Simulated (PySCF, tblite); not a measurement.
# C3H9BrGeSi: geometry, infrared bands and NMR shifts

Wanted: the infrared bands and NMR shifts of C3H9BrGeSi (`[CH3][Ge@@H]1[CH2]C[Si@H]1Br`), by calculation.

Programs: tblite 0.8.0 and PySCF 2.14.0, with density-fitted response routines of our own. Each step states its level of theory. These are calculated values for one molecule in the gas phase, unless marked as measured. Atoms count from 0, in the outputs and in this text.

## Step 1: Starting geometry

15 atoms, charge 0, multiplicity 1; geometry from: force field or distance geometry start.

Bonds of the start (Å): C0–Ge1 1.91, Ge1–C2 1.90, C2–C3 1.53, C3–Si4 1.84, Si4–Br5 2.22, Si4–Ge1 2.30, C0–H6 1.10, C0–H7 1.12, C0–H8 1.12, Ge1–H9 1.55, C2–H10 1.11, C2–H11 1.12, C3–H12 1.13, C3–H13 1.10, Si4–H14 1.46.

## Step 2: Relaxing the molecule with GFN2-xTB

Job settings and geometry (Å):

```
{"job": {"kind": "relax", "xc": "GFN2-xTB", "basis": "xTB"}, "charge": 0, "multiplicity": 1}
C      2.293700    -0.408300    -0.134900
Ge     0.505000    -0.472200     0.542700
C     -0.925800    -0.874300    -0.645800
C     -1.819600     0.042100     0.194100
Si    -0.639600     1.425500    -0.063600
Br    -0.517500     2.994000     1.499800
H      2.527900    -1.141300    -0.915700
H      3.002100    -0.587000     0.714500
H      2.531800     0.626500    -0.481800
H      0.294100    -0.955700     1.998200
H     -0.832300    -0.550200    -1.701300
H     -1.366500    -1.906500    -0.580400
H     -1.881700    -0.237900     1.282900
H     -2.797900     0.221700    -0.286300
H     -0.378100     1.831700    -1.444200
```

Launch:

```
$ OMP_NUM_THREADS=1 python probes_run.py task.json out
```

The driver reads the jobs from task.json and runs them one after another.

**Question.** This job is followed by: GFN2-xTB harmonic vibrations, gas phase; GIAO PBE0/pcSseg-1 NMR shielding, non-relativistic, gas phase. What will the session give for the following? strongest single infrared mode (GFN2-xTB); zero-point energy (GFN2-xTB); 13C shifts against TMS (PBE0/pcSseg-1); 1H shifts against TMS (PBE0/pcSseg-1, means over atoms taken as alike); 73Ge shifts against GeMe4 (PBE0/pcSseg-1); 29Si shifts against TMS (PBE0/pcSseg-1); 79Br shifts against HBr (PBE0/pcSseg-1); surface potential, 1st and 99th percentile.

The runs gave:

```
                                                              quantity                                         value
                             strongest single infrared mode (GFN2-xTB)                         1818 cm⁻¹, 445 km/mol
                                          zero-point energy (GFN2-xTB)                                 66.7 kcal/mol
                                13C shifts against TMS (PBE0/pcSseg-1)                          25.5, 15.6, -0.3 ppm
1H shifts against TMS (PBE0/pcSseg-1, means over atoms taken as alike)  6.12, 5.27, 2.10, 2.04, 1.87, 1.49, 0.53 ppm
                             73Ge shifts against GeMe4 (PBE0/pcSseg-1)                                       -49 ppm
                               29Si shifts against TMS (PBE0/pcSseg-1)                                      27.5 ppm
                               79Br shifts against HBr (PBE0/pcSseg-1)                                       -10 ppm
                                 surface potential, 1st and 99th percentile                            -0.62 V and 1.02 V
```

**Reading.** Relaxing lowered the energy by 1.595 eV in 126 steps; the close pair that moved most is Ge1–C2, from 1.903 to 2.015 Å. No mode is imaginary among the 39: a minimum at this level. The strongest single mode, at 1818 cm⁻¹, moves mainly H9. GFN2-xTB is a fitted tight-binding method: band positions and strengths are rough. Its intensities can rank the bands wrongly. At PBE0/pcSseg-1: The largest span, 445 ppm, is at Br5, where the paramagnetic term is -491 ppm. By nearest atom (PBE0/pcSseg-1), the HOMO sits on Br5 30 %; Ge1 23 % and the LUMO on Si4 29 %; Br5 15 %. Spin-orbit coupling is left out, which matters for shieldings and couplings at and beside the heavy atoms.
